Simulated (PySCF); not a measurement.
# H7NPSi2: the cost of one run

Programs: PySCF 2.14.0, with density-fitted response routines of our own. Each step states its level of theory. These are calculated values for one molecule in the gas phase, unless marked as measured. Atoms count from 0, in the outputs and in this text.

## (1) Starting geometry

11 atoms, charge -1, multiplicity 1; geometry from: GFN2-xTB.

Bonds of the start (Å): Si0–N1 1.70, N1–Si2 1.72, N1–P3 1.78, Si0–H4 1.48, Si0–H5 1.47, Si0–H6 1.47, Si2–H7 1.47, Si2–H8 1.51, Si2–H9 1.46, P3–H10 1.40.

## (2) Excited states and response: PBE0/def2-SVPD

Job settings and geometry (Å):

```
{"job": {"kind": "uv", "xc": "PBE0", "basis": "def2-SVPD", "nstates": 8, "ntriplets": 3}, "charge": -1, "multiplicity": 1}
Si    -1.390032    -0.904752    -0.054986
N     -0.086254     0.077327    -0.519888
Si     1.556187     0.222247    -0.021253
P     -0.297555     1.836898    -0.671326
H     -1.925629    -0.684973     1.310931
H     -0.921357    -2.299980    -0.110565
H     -2.497837    -0.697057    -0.994052
H      1.840683     0.934368     1.237827
H      1.990633    -1.189461     0.288814
H      2.368101     0.642840    -1.164697
H     -0.631516     2.065214     0.673232
```

Method: TDDFT PBE0/def2-SVPD, vertical, gas phase, core orbitals frozen in the response.

Command:

```
> OMP_NUM_THREADS=1 python probes_run.py task.json out
```

This one command runs all jobs of the session in turn.

**Question.** How long does this first job take on 1 thread of Arm Neoverse V1, shared host, and how much memory does it need?

About 18 s, with a peak of 0.59 GiB.
